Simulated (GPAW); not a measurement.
The system is NiMoIrPdW.

```xyz
5
Lattice="4.1467 0.0000 0.0000 -2.0734 3.5911 0.0000 0.0000 0.0000 5.4163" Properties=species:S:1:pos:R:3 pbc="T T T"
Ni    0.0000    0.0000    0.1203
Mo    2.0734    1.1970    2.4913
Pd    0.0000    2.3941    4.0406
Ir    0.0000    2.3941    1.3888
W     2.0734    1.1970    5.4155
```

The cell was built by a generator and needn't be a form met in nature.

| Item | Value |
| --- | --- |
| Program | GPAW 26.7.0 |
| Task | single point |
| Functional | PBE |
| Potentials or basis | GPAW PAW data sets (gpaw-data 1.2.1) |
| Cutoff | 600 eV |
| Basis | pw |
| k mesh | 7 × 7 × 5 |
| Occupations | fermi-dirac, width 0.05 eV |
| Spin | collinear spin, ferromagnetic start |
| Starting moments | [1.0, 1.0, 0.0, 0.6, 0.0] μB |

On this cell: pressure 0.2 GPa; largest force 0.221 eV/Å; net moment 0.00 μB per cell; band gap on the k mesh none (metal or under the smearing width).

The same run follows on a disturbed copy (atoms moved at random, drawn with an rms of 0.05 Å):

```xyz
5
Lattice="4.1467 0.0000 0.0000 -2.0734 3.5911 0.0000 0.0000 0.0000 5.4163" Properties=species:S:1:pos:R:3 pbc="T T T"
Ni   -0.0218   -0.0171    0.1156
Mo    2.1217    1.2048    2.4677
Pd    0.0063    2.4077    4.0626
Ir   -0.0004    2.4260    1.3696
W     2.0787    1.1781    5.4138
```

Question: What changes?

Answer: The energy (extrapolated to zero smearing) moves by +8.6 meV/atom; pressure 1.2 GPa; largest force 0.661 eV/Å; net moment 0.00 μB per cell; band gap on the k mesh none (metal or under the smearing width).

Forces on the atoms (eV/Å):
```
Ni   0.405  0.185  0.075
Mo  -0.301  0.177  0.561
Pd   0.075 -0.206 -0.596
Ir   0.185 -0.457  0.351
W   -0.365  0.301 -0.392
```

Stress tensor (GPa, compression positive):
```
 1.25  0.44 -0.14
 0.44  1.33 -0.11
-0.14 -0.11  0.94
```

Caveats: the stock nickel data set gives pressures a few GPa off other programs.
